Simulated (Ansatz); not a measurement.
# BGeH6 (doublet): the correlation ladder at distance Ge1–H5 along a hydrogen transfer = 1.648 Å, cc-pVDZ

Aim: climb from Hartree-Fock through coupled cluster and multireference methods for BGeH6 (doublet) at one geometry and basis, and see what each rung misses.

Method: cc-pVDZ, core rule «outside noble gas», up to 15 orbitals frozen; program: Ansatz 0.2.0, Gaussian basis.

To be run: UHF; CCSD(T) on ROHF; CCSD(T) on UHF; BCCD(T) on ROHF; CISD; CCSDT(Q) on ROHF; CCSDT(Q) on UHF; CASSCF and MRCISD+Q, 3 electrons in 3 orbitals; CASSCF and NEVPT2, 3 electrons in 3 orbitals; CASSCF and MRCISD+Q, 9 electrons in 9 orbitals; CASSCF and NEVPT2, 9 electrons in 9 orbitals.

## Step 1: What is computed

The geometry derives from fragments relaxed apart (PBE0/def2-TZVP) and kept rigid, so it is no stationary point. A hydrogen atom is moved between rigid fragments. No spin-orbit coupling is included. The filled d shell of Ge may be among the frozen orbitals whatever the setting's name suggests; the logs give the count.

8 atoms, charge 0, spin multiplicity 2.

Atoms are counted from 1 here; the program's logs count them from 0.

Bond lengths: Ge1–H2 1.534 Å, Ge1–H3 1.534 Å, Ge1–H4 1.534 Å, Ge1–H5 1.648 Å, B6–H7 1.191 Å, B6–H8 1.191 Å. Angles: H2–Ge1–H3 109.5°, H2–Ge1–H4 109.5°, H2–Ge1–H5 109.5°, H3–Ge1–H4 109.5°, H3–Ge1–H5 109.5°, H4–Ge1–H5 109.5°, H7–B6–H8 129.4°.

## Step 2: UHF

Contents of in.yaml:

```yaml
crystal:
  periodic: [false, false, false]
  atoms:
    - {symbol: Ge, position_ang: [-0.514507, 0.000000, 0.000000]}
    - {symbol: H, position_ang: [-1.025957, 1.446599, 0.000001]}
    - {symbol: H, position_ang: [-1.025957, -0.723300, 1.252791]}
    - {symbol: H, position_ang: [-1.025957, -0.723299, -1.252792]}
    - {symbol: H, position_ang: [1.133493, 0.000000, 0.000000]}
    - {symbol: B, position_ang: [2.986493, 0.000000, 0.000000]}
    - {symbol: H, position_ang: [3.495566, 0.000000, 1.077008]}
    - {symbol: H, position_ang: [3.495566, 0.000000, -1.077009]}
basis:
  gaussian: {orbitals: cc-pVDZ}
magnetization: {spin_polarized: true, initial_magnetization: 1}
hamiltonian: {xc: hf}
output: {orbitals: {seedname: orbitals}}
```

The run is started by

```console
$ ansatz run in.yaml --threads 1 --pin off --events-out ev --progress --plain --max-ram 2816MiB --backend cpu
```

Further steps of the session: CCSD(T) on ROHF; CCSD(T) on UHF; BCCD(T) on ROHF; CISD; CCSDT(Q) on ROHF; CCSDT(Q) on UHF; CASSCF and MRCISD+Q, 3 electrons in 3 orbitals; CASSCF and NEVPT2, 3 electrons in 3 orbitals; CASSCF and MRCISD+Q, 9 electrons in 9 orbitals; CASSCF and NEVPT2, 9 electrons in 9 orbitals.

**Question.** What will the summary of the whole plan be? Wanted: UCCSDT(Q) below the RHF energy; RMP2 from UCCSDT(Q); UMP2 from UCCSDT(Q); RCCSD from UCCSDT(Q); RCCSD(T) from UCCSDT(Q); UCCSD(T) from UCCSDT(Q); RCCSDT(Q) from UCCSDT(Q); NEVPT2 pair from UCCSDT(Q); MRCISD+Q pair from UCCSDT(Q).

As calculated:

| quantity | value |
| --- | --- |
| UCCSDT(Q) below the RHF energy | -6.7453 eV |
| RMP2 from UCCSDT(Q) | +1533.4 meV |
| UMP2 from UCCSDT(Q) | +1531.4 meV |
| RCCSD from UCCSDT(Q) | +160.4 meV |
| RCCSD(T) from UCCSDT(Q) | +34.7 meV |
| UCCSD(T) from UCCSDT(Q) | +34.7 meV |
| RCCSDT(Q) from UCCSDT(Q) | +0.8 meV |
| NEVPT2 pair from UCCSDT(Q) | +1496.8 meV |
| MRCISD+Q pair from UCCSDT(Q) | +48.7 meV |
| NEVPT2 frontier from UCCSDT(Q) | +1341.2 meV |
| levels within 1 kcal/mol (43 meV) | RCCSD(T), UCCSD(T), BCCD(T), RCCSDT, UCCSDT, RCCSDT(Q), MRCISD+Q frontier |
| T1 diagnostic | 0.019 |

RCCSD(T) lands +34.7 meV from the yardstick (0.5 % of the correlation energy). Of the multireference levels listed MRCISD+Q frontier comes nearest in total energy (+31.7 meV), which doesn't show that its space is the better one. These misses are within one basis, not against nature; the frozen cores of restricted and unrestricted runs differ, which can shift their rows.
